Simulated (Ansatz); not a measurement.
# CH9AlBNSi: two geometries relaxed, part 1 of 2

Aim: relax the geometries before and after the inversion of the pyramid at N5, and see whether they are two minima and how far apart in energy. SMILES of the start: B[CH]([SiH3])[AlH][NH2].

All numbers below are computed with Ansatz 0.2.0 (RKS B3LYP-D4/def2-SVP).

### Step 1. The starting structure

Bond lengths: B1–C2 1.558 Å, C2–Si3 1.840 Å, C2–Al4 2.034 Å, Al4–N5 1.949 Å, B1–H6 1.186 Å, B1–H7 1.194 Å, C2–H8 1.075 Å, Si3–H9 1.479 Å, Si3–H10 1.514 Å, Si3–H11 1.454 Å, Al4–H12 1.539 Å, N5–H13 1.086 Å, N5–H14 1.068 Å. Angles (14 of 21 angles, heavy atoms first): B1–C2–Si3 107.7°, B1–C2–Al4 111.3°, Si3–C2–Al4 108.1°, C2–Al4–N5 116.3°, B1–C2–H8 112.2°, Si3–C2–H8 108.4°, Al4–C2–H8 109.0°, C2–B1–H6 123.3°, C2–B1–H7 119.6°, C2–Si3–H9 111.1°, C2–Si3–H10 110.2°, C2–Si3–H11 111.0°, C2–Al4–H12 121.7°, N5–Al4–H12 122.0°.

Coordinates:

```xyz
14

B    -0.9968   -0.0299    1.3089
C    -0.3109   -0.6122    0.0372
Si    1.0495   -1.7199    0.5924
Al    0.5013    0.8623   -1.1038
N    -0.7457    2.1576   -1.8552
H    -0.4516    0.7022    2.0666
H    -2.1710   -0.1803    1.4678
H    -0.9916   -1.1862   -0.5648
H     0.5395   -2.7877    1.4791
H     2.0536   -0.9416    1.4159
H     1.7462   -2.3010   -0.5439
H     2.0155    0.9406   -1.3674
H    -1.7541    1.9725   -1.4981
H    -0.4969    3.0943   -1.4057
```

### Step 2. Relaxing end A

The input, input.yaml:

```yaml
crystal:
  periodic: [false, false, false]
  atoms:
    - { symbol: B, position_ang: [-0.9968, -0.0299, 1.3089] }
    - { symbol: C, position_ang: [-0.3109, -0.6122, 0.0372] }
    - { symbol: Si, position_ang: [1.0495, -1.7199, 0.5924] }
    - { symbol: Al, position_ang: [0.5013, 0.8623, -1.1038] }
    - { symbol: "N", position_ang: [-0.7457, 2.1576, -1.8552] }
    - { symbol: H, position_ang: [-0.4516, 0.7022, 2.0666] }
    - { symbol: H, position_ang: [-2.171, -0.1803, 1.4678] }
    - { symbol: H, position_ang: [-0.9916, -1.1862, -0.5648] }
    - { symbol: H, position_ang: [0.5395, -2.7877, 1.4791] }
    - { symbol: H, position_ang: [2.0536, -0.9416, 1.4159] }
    - { symbol: H, position_ang: [1.7462, -2.301, -0.5439] }
    - { symbol: H, position_ang: [2.0155, 0.9406, -1.3674] }
    - { symbol: H, position_ang: [-1.7541, 1.9725, -1.4981] }
    - { symbol: H, position_ang: [-0.4969, 3.0943, -1.4057] }
basis:
  gaussian: { orbitals: def2-SVP }
hamiltonian:
  xc: b3lyp
  dispersion: d4
relax:
  f_tol: 0.015
  max_steps: 40
```

Started as:

```sh
$ ansatz run input.yaml --threads 2 --pin off --max-ram 3072MiB --backend cpu --events-out ev --progress --plain --runs-dir out
```

The program printed:

```text
Warning: RAYON_NUM_THREADS=2 ignored (pool sized by the plan → 2); use --threads N
The last accepted step is kept in <dir> (removed where the run ends without a failure and the disk answers)
Engine: ansatz 0.2.0, aarch64-unknown-linux-gnu
Functional definition: B3LYP
  parameter a0 = 0.2
  parameter ax = 0.72
  parameter ac = 0.81
  exchange = (1 - a0 - ax)*slater_x + ax*b88_x + a0*exact_x
  correlation = (1 - ac)*vwn_rpa_c + ac*lyp_c
1320 factors; integrals over basis functions are off by at most 4.0e-4 eV
mean field evaluation 1: about -17806.6691 eV, gradient 7.2e1 eV
mean field evaluation 2: about -17769.3630 eV, gradient 1.3e2 eV
mean field evaluation 4: about -17818.4418 eV, gradient 1.2e1 eV
mean field evaluation 8: about -17818.7997 eV, gradient 5.6e-1 eV
mean field evaluation 16: about -17818.8007 eV, gradient 8.8e-5 eV
mean field -17818.80069216 eV, -654.8288474200 hartree, gradient 8.8e-5 eV, S^2 0.000000; 0 other end points of the search recorded, 0 dependent functions left out
the calculation of the forces begins
reference -17818.80101191 eV, -654.8288591707 hartree; 27, 27 occupied and 96, 96 virtual orbitals, 1320 factors
relax step   1: F+E_penalty+E_count = -17819.29952544 eV  Δ(F+E_penalty+E_count) = +0.000e0 eV  max|allowed force component| = 2.588e0 eV/Å  Δτ_max = 0.0000 Å  (26 SCF iters, accepted)
these checks for a lower state are left out or cut short: starts, cluster_reference, orbital_swaps, neighbouring_geometries, increment
1320 factors; integrals over basis functions are off by at most 4.1e-4 eV
mean field -17819.17077339 eV, -654.8424476542 hartree, gradient 2.6e-5 eV, S^2 0.000000; 0 other end points of the search recorded, 0 dependent functions left out
the calculation of the forces begins
reference -17819.17109290 eV, -654.8424593961 hartree; 27, 27 occupied and 96, 96 virtual orbitals, 1320 factors
relax step   2: F+E_penalty+E_count = -17819.67352005 eV  Δ(F+E_penalty+E_count) = -3.740e-1 eV  max|allowed force component| = 1.889e0 eV/Å  Δτ_max = 0.1939 Å  (28 SCF iters, accepted)
these checks for a lower state are left out or cut short: starts, cluster_reference, orbital_swaps, neighbouring_geometries, increment
1320 factors; integrals over basis functions are off by at most 4.0e-4 eV
mean field -17819.37991076 eV, -654.8501333108 hartree, gradient 8.9e-6 eV, S^2 0.000000; 0 other end points of the search recorded, 0 dependent functions left out
the calculation of the forces begins
reference -17819.38022942 eV, -654.8501450214 hartree; 27, 27 occupied and 96, 96 virtual orbitals, 1320 factors
relax step   3: F+E_penalty+E_count = -17819.88488456 eV  Δ(F+E_penalty+E_count) = -2.114e-1 eV  max|allowed force component| = 2.221e0 eV/Å  Δτ_max = 0.1931 Å  (28 SCF iters, accepted)
these checks for a lower state are left out or cut short: starts, cluster_reference, orbital_swaps, neighbouring_geometries, increment
1320 factors; integrals over basis functions are off by at most 4.1e-4 eV
mean field evaluation 32: about -17818.8489 eV, gradient 1.5e1 eV
mean field -17819.56555162 eV, -654.8569554865 hartree, gradient 2.3e-5 eV, S^2 0.000000; 0 other end points of the search recorded, 0 dependent functions left out
the calculation of the forces begins
reference -17819.56587152 eV, -654.8569672428 hartree; 27, 27 occupied and 96, 96 virtual orbitals, 1320 factors
relax step   4: F+E_penalty+E_count = -17820.07471914 eV  Δ(F+E_penalty+E_count) = -1.898e-1 eV  max|allowed force component| = 1.025e0 eV/Å  Δτ_max = 0.2000 Å  (28 SCF iters, accepted)
these checks for a lower state are left out or cut short: starts, cluster_reference, orbital_swaps, neighbouring_geometries, increment
1320 factors; integrals over basis functions are off by at most 4.1e-4 eV
mean field -17819.64301168 eV, -654.8598020912 hartree, gradient 2.4e-5 eV, S^2 0.000000; 0 other end points of the search recorded, 0 dependent functions left out
the calculation of the forces begins
reference -17819.64333124 eV, -654.8598138352 hartree; 27, 27 occupied and 96, 96 virtual orbitals, 1320 factors
relax step   5: F+E_penalty+E_count = -17820.15318000 eV  Δ(F+E_penalty+E_count) = -7.846e-2 eV  max|allowed force component| = 2.331e-1 eV/Å  Δτ_max = 0.2000 Å  (28 SCF iters, accepted)
these checks for a lower state are left out or cut short: starts, cluster_reference, orbital_swaps, neighbouring_geometries, increment
1320 factors; integrals over basis functions are off by at most 4.0e-4 eV
mean field -17819.63245887 eV, -654.8594142829 hartree, gradient 7.7e-6 eV, S^2 0.000000; 0 other end points of the search recorded, 0 dependent functions left out
the calculation of the forces begins
reference -17819.63277831 eV, -654.8594260219 hartree; 27, 27 occupied and 96, 96 virtual orbitals, 1320 factors
relax step   6: F+E_penalty+E_count = -17820.14417712 eV  Δ(F+E_penalty+E_count) = +9.003e-3 eV  max|allowed force component| = 2.236e-1 eV/Å  Δτ_max = 0.2000 Å  (28 SCF iters, rejected (line search))
these checks for a lower state are left out or cut short: starts, cluster_reference, orbital_swaps, neighbouring_geometries, increment
1320 factors; integrals over basis functions are off by at most 4.0e-4 eV
mean field -17819.66382416 eV, -654.8605669361 hartree, gradient 1.3e-5 eV, S^2 0.000000; 0 other end points of the search recorded, 0 dependent functions left out
the calculation of the forces begins
reference -17819.66414316 eV, -654.8605786591 hartree; 27, 27 occupied and 96, 96 virtual orbitals, 1320 factors
relax step   7: F+E_penalty+E_count = -17820.17523296 eV  Δ(F+E_penalty+E_count) = -2.205e-2 eV  max|allowed force component| = 1.497e-1 eV/Å  Δτ_max = 0.1000 Å  (28 SCF iters, accepted)
these checks for a lower state are left out or cut short: starts, cluster_reference, orbital_swaps, neighbouring_geometries, increment
1320 factors; integrals over basis functions are off by at most 3.8e-4 eV
mean field evaluation 64: about -17819.6683 eV, gradient 1.2e-4 eV
mean field -17819.66827372 eV, -654.8607304541 hartree, gradient 6.8e-6 eV, S^2 0.000000; 0 other end points of the search recorded, 0 dependent functions left out
[...]
relax step   8: F+E_penalty+E_count = -17820.17993982 eV  Δ(F+E_penalty+E_count) = -4.707e-3 eV  max|allowed force component| = 1.406e-1 eV/Å  Δτ_max = 0.0650 Å  (28 SCF iters, accepted)
relax step   9: F+E_penalty+E_count = -17820.18142501 eV  Δ(F+E_penalty+E_count) = -1.485e-3 eV  max|allowed force component| = 5.480e-2 eV/Å  Δτ_max = 0.0253 Å  (29 SCF iters, accepted)
relax step  10: F+E_penalty+E_count = -17820.18184090 eV  Δ(F+E_penalty+E_count) = -4.159e-4 eV  max|allowed force component| = 5.424e-2 eV/Å  Δτ_max = 0.0121 Å  (23 SCF iters, accepted)
relax step  11: F+E_penalty+E_count = -17820.18217164 eV  Δ(F+E_penalty+E_count) = -3.307e-4 eV  max|allowed force component| = 2.041e-2 eV/Å  Δτ_max = 0.0130 Å  (22 SCF iters, accepted)
relax step  12: F+E_penalty+E_count = -17820.18242905 eV  Δ(F+E_penalty+E_count) = -2.574e-4 eV  max|allowed force component| = 1.352e-2 eV/Å  Δτ_max = 0.0212 Å  (24 SCF iters, accepted)
relax step  13: F+E_penalty+E_count = -17820.18275688 eV  Δ(F+E_penalty+E_count) = -3.278e-4 eV  max|allowed force component| = 1.671e-2 eV/Å  Δτ_max = 0.0460 Å  (28 SCF iters, accepted)
relax step  14: F+E_penalty+E_count = -17820.18296601 eV  Δ(F+E_penalty+E_count) = -2.091e-4 eV  max|allowed force component| = 1.810e-2 eV/Å  Δτ_max = 0.0254 Å  (28 SCF iters, accepted)
relax step  15: F+E_penalty+E_count = -17820.18349235 eV  Δ(F+E_penalty+E_count) = -5.263e-4 eV  max|allowed force component| = 5.104e-2 eV/Å  Δτ_max = 0.0993 Å  (28 SCF iters, accepted)
relax step  16: F+E_penalty+E_count = -17820.18389067 eV  Δ(F+E_penalty+E_count) = -3.983e-4 eV  max|allowed force component| = 5.900e-2 eV/Å  Δτ_max = 0.0318 Å  (29 SCF iters, accepted)
relax step  17: F+E_penalty+E_count = -17820.18256755 eV  Δ(F+E_penalty+E_count) = +1.323e-3 eV  max|allowed force component| = 2.233e-1 eV/Å  Δτ_max = 0.1884 Å  (29 SCF iters, rejected (line search))
relax step  18: F+E_penalty+E_count = -17820.18426884 eV  Δ(F+E_penalty+E_count) = -3.782e-4 eV  max|allowed force component| = 1.227e-1 eV/Å  Δτ_max = 0.0922 Å  (28 SCF iters, accepted)
relax step  19: F+E_penalty+E_count = -17820.18580571 eV  Δ(F+E_penalty+E_count) = -1.537e-3 eV  max|allowed force component| = 1.382e-1 eV/Å  Δτ_max = 0.0885 Å  (28 SCF iters, accepted)
relax step  20: F+E_penalty+E_count = -17820.18629127 eV  Δ(F+E_penalty+E_count) = -4.856e-4 eV  max|allowed force component| = 1.233e-1 eV/Å  Δτ_max = 0.0286 Å  (29 SCF iters, accepted)
relax step  21: F+E_penalty+E_count = -17820.18743289 eV  Δ(F+E_penalty+E_count) = -1.142e-3 eV  max|allowed force component| = 1.002e-1 eV/Å  Δτ_max = 0.1027 Å  (28 SCF iters, accepted)
```

### Step 3. The output, continued: end point A relaxed

Output, continued:

```text
relax step  22: F+E_penalty+E_count = -17820.18809524 eV  Δ(F+E_penalty+E_count) = -6.623e-4 eV  max|allowed force component| = 1.049e-1 eV/Å  Δτ_max = 0.0881 Å  (29 SCF iters, accepted)
relax step  23: F+E_penalty+E_count = -17820.18865849 eV  Δ(F+E_penalty+E_count) = -5.633e-4 eV  max|allowed force component| = 1.183e-1 eV/Å  Δτ_max = 0.0498 Å  (29 SCF iters, accepted)
relax step  24: F+E_penalty+E_count = -17820.18951767 eV  Δ(F+E_penalty+E_count) = -8.592e-4 eV  max|allowed force component| = 1.060e-1 eV/Å  Δτ_max = 0.0792 Å  (28 SCF iters, accepted)
relax step  25: F+E_penalty+E_count = -17820.18964390 eV  Δ(F+E_penalty+E_count) = -1.262e-4 eV  max|allowed force component| = 1.227e-1 eV/Å  Δτ_max = 0.0844 Å  (28 SCF iters, accepted)
relax step  26: F+E_penalty+E_count = -17820.19043628 eV  Δ(F+E_penalty+E_count) = -7.924e-4 eV  max|allowed force component| = 1.259e-1 eV/Å  Δτ_max = 0.0460 Å  (28 SCF iters, accepted)
relax step  27: F+E_penalty+E_count = -17820.19081456 eV  Δ(F+E_penalty+E_count) = -3.783e-4 eV  max|allowed force component| = 8.870e-2 eV/Å  Δτ_max = 0.0087 Å  (24 SCF iters, accepted)
[...]
reference -17819.68654618 eV, -654.8614019549 hartree; 27, 27 occupied and 96, 96 virtual orbitals, 1320 factors
relax step  28: F+E_penalty+E_count = -17820.19122569 eV  Δ(F+E_penalty+E_count) = -4.111e-4 eV  max|allowed force component| = 1.734e-2 eV/Å  Δτ_max = 0.0132 Å  (23 SCF iters, accepted)
these checks for a lower state are left out or cut short: starts, cluster_reference, orbital_swaps, neighbouring_geometries, increment
1320 factors; integrals over basis functions are off by at most 4.9e-4 eV
mean field -17819.68623046 eV, -654.8613903522 hartree, gradient 9.3e-6 eV, S^2 0.000000; 0 other end points of the search recorded, 0 dependent functions left out
the calculation of the forces begins
reference -17819.68655400 eV, -654.8614022420 hartree; 27, 27 occupied and 96, 96 virtual orbitals, 1320 factors
relax step  29: F+E_penalty+E_count = -17820.19121515 eV  Δ(F+E_penalty+E_count) = +1.054e-5 eV  max|allowed force component| = 1.735e-2 eV/Å  Δτ_max = 0.0040 Å  (24 SCF iters, rejected (line search))
these checks for a lower state are left out or cut short: starts, cluster_reference, orbital_swaps, neighbouring_geometries, increment
1320 factors; integrals over basis functions are off by at most 4.9e-4 eV
mean field -17819.68631469 eV, -654.8613934475 hartree, gradient 2.5e-5 eV, S^2 0.000000; 0 other end points of the search recorded, 0 dependent functions left out
the calculation of the forces begins
reference -17819.68663825 eV, -654.8614053384 hartree; 27, 27 occupied and 96, 96 virtual orbitals, 1320 factors
relax step  30: F+E_penalty+E_count = -17820.19125789 eV  Δ(F+E_penalty+E_count) = -3.220e-5 eV  max|allowed force component| = 5.833e-3 eV/Å  Δτ_max = 0.0020 Å  (20 SCF iters, accepted)
these checks for a lower state are left out or cut short: starts, cluster_reference, orbital_swaps, neighbouring_geometries, increment
1320 factors; integrals over basis functions are off by at most 4.9e-4 eV
mean field -17819.68653762 eV, -654.8614016404 hartree, gradient 1.2e-5 eV, S^2 0.000000; 0 other end points of the search recorded, 0 dependent functions left out
the calculation of the forces begins
reference -17819.68686144 eV, -654.8614135403 hartree; 27, 27 occupied and 96, 96 virtual orbitals, 1320 factors
relax step  31: F+E_penalty+E_count = -17820.19132401 eV  Δ(F+E_penalty+E_count) = -6.612e-5 eV  max|allowed force component| = 6.942e-3 eV/Å  Δτ_max = 0.0170 Å  (23 SCF iters, accepted)
these checks for a lower state are left out or cut short: starts, cluster_reference, orbital_swaps, neighbouring_geometries, increment
1320 factors; integrals over basis functions are off by at most 4.9e-4 eV
mean field evaluation 224: about -17819.6868 eV, gradient 6.7e-6 eV
mean field -17819.68683996 eV, -654.8614127510 hartree, gradient 6.7e-6 eV, S^2 0.000000; 0 other end points of the search recorded, 0 dependent functions left out
the calculation of the forces begins
reference -17819.68716424 eV, -654.8614246681 hartree; 27, 27 occupied and 96, 96 virtual orbitals, 1320 factors
relax step  32: F+E_penalty+E_count = -17820.19137503 eV  Δ(F+E_penalty+E_count) = -5.101e-5 eV  max|allowed force component| = 1.786e-2 eV/Å  Δτ_max = 0.0301 Å  (29 SCF iters, accepted)
these checks for a lower state are left out or cut short: starts, cluster_reference, orbital_swaps, neighbouring_geometries, increment
1320 factors; integrals over basis functions are off by at most 5.0e-4 eV
mean field -17819.68700719 eV, -654.8614188966 hartree, gradient 6.8e-6 eV, S^2 0.000000; 0 other end points of the search recorded, 0 dependent functions left out
the calculation of the forces begins
reference -17819.68733187 eV, -654.8614308284 hartree; 27, 27 occupied and 96, 96 virtual orbitals, 1320 factors
relax step  33: F+E_penalty+E_count = -17820.19131795 eV  Δ(F+E_penalty+E_count) = +5.708e-5 eV  max|allowed force component| = 2.600e-2 eV/Å  Δτ_max = 0.0259 Å  (29 SCF iters, rejected (line search))
these checks for a lower state are left out or cut short: starts, cluster_reference, orbital_swaps, neighbouring_geometries, increment
1320 factors; integrals over basis functions are off by at most 5.0e-4 eV
mean field -17819.68693086 eV, -654.8614160916 hartree, gradient 1.5e-5 eV, S^2 0.000000; 0 other end points of the search recorded, 0 dependent functions left out
the calculation of the forces begins
reference -17819.68725531 eV, -654.8614280150 hartree; 27, 27 occupied and 96, 96 virtual orbitals, 1320 factors
relax step  34: F+E_penalty+E_count = -17820.19140402 eV  Δ(F+E_penalty+E_count) = -2.900e-5 eV  max|allowed force component| = 9.095e-3 eV/Å  Δτ_max = 0.0126 Å  (23 SCF iters, accepted)
1320 factors; integrals over basis functions are off by at most 5.0e-4 eV
mean field -17819.68693086 eV, -654.8614160916 hartree, gradient 1.5e-5 eV, S^2 0.000000; 1 other end points of the search recorded, 0 dependent functions left out
the calculation of the forces begins
reference -17819.68725531 eV, -654.8614280150 hartree; 27, 27 occupied and 96, 96 virtual orbitals, 1320 factors
Total energy: -17820.19172848 eV, -654.8799670617 hartree
Atom 0 at    -0.908661     0.063033     1.583306 Å, force    -0.000553     0.001259     0.001690 eV/Å
Atom 1 at    -0.401016    -0.530541     0.275378 Å, force     0.000804    -0.001478    -0.002091 eV/Å
Atom 2 at     1.027449    -1.756568     0.422201 Å, force     0.000728     0.000402    -0.000437 eV/Å
Atom 3 at     0.333556     1.067609    -0.644851 Å, force    -0.000746     0.000272     0.000235 eV/Å
Atom 4 at    -0.686167     1.842321    -1.868673 Å, force    -0.008428    -0.005204     0.000870 eV/Å
Atom 5 at    -0.131616     0.395155     2.453707 Å, force    -0.000538    -0.000198    -0.001592 eV/Å
Atom 6 at    -2.085511     0.278032     1.766489 Å, force     0.001418     0.000634    -0.000299 eV/Å
Atom 7 at    -1.198927    -0.900275    -0.392880 Å, force    -0.000156     0.000084     0.000763 eV/Å
Atom 8 at     0.549179    -3.067706     0.952780 Å, force     0.000027     0.000763    -0.000264 eV/Å
Atom 9 at     2.074552    -1.214913     1.333627 Å, force    -0.000265    -0.000279     0.000213 eV/Å
Atom 10 at     1.658671    -2.021725    -0.909651 Å, force    -0.000067    -0.000301    -0.000008 eV/Å
Atom 11 at     1.789749     1.614411    -0.390975 Å, force    -0.001211    -0.000249     0.000803 eV/Å
Atom 12 at    -1.638881     1.577252    -2.102943 Å, force     0.009095     0.003691     0.001163 eV/Å
Atom 13 at    -0.395376     2.624615    -2.448516 Å, force    -0.000110     0.000603    -0.001045 eV/Å
Dipole moment:    -0.207180     0.151861    -0.434446 e Å
```

Wall time 2 min (2 threads of Arm Neoverse V2, shared host); peak memory 0.29 GiB.

Step by step, one in 2:

```tsv
step	energy from step 1 (eV)	largest force component (eV/Å)
1	0.0000	2.5880
3	-0.5854	2.2211
5	-0.8537	0.2331
7	-0.8757	0.1497
9	-0.8819	0.0548
11	-0.8826	0.0204
13	-0.8832	0.0167
15	-0.8840	0.0510
17x	-0.8830	0.2233
19	-0.8863	0.1382
21	-0.8879	0.1002
23	-0.8891	0.1183
25	-0.8901	0.1227
27	-0.8913	0.0887
29x	-0.8917	0.0173
31	-0.8918	0.0069
33x	-0.8918	0.0260
34	-0.8919	0.0091
```

Step 1 is the start. 4 steps were tried and not accepted (marked x).

After: Bond lengths: B1–C2 1.523 Å, C2–Si3 1.888 Å, C2–Al4 1.985 Å, Al4–N5 1.771 Å, B1–H6 1.213 Å, B1–H7 1.210 Å, C2–H8 1.105 Å, Si3–H9 1.493 Å, Si3–H10 1.490 Å, Si3–H11 1.498 Å, Al4–H12 1.576 Å, N5–H13 1.016 Å, N5–H14 1.016 Å. Angles (14 of 21 angles, heavy atoms first): B1–C2–Si3 116.0°, B1–C2–Al4 102.0°, Si3–C2–Al4 106.2°, C2–Al4–N5 117.3°, B1–C2–H8 114.2°, Si3–C2–H8 112.1°, Al4–C2–H8 104.9°, C2–B1–H6 120.6°, C2–B1–H7 121.5°, C2–Si3–H9 110.8°, C2–Si3–H10 110.1°, C2–Si3–H11 111.4°, C2–Al4–H12 123.1°, N5–Al4–H12 119.4°.

(Continued in part 2 of 2.)
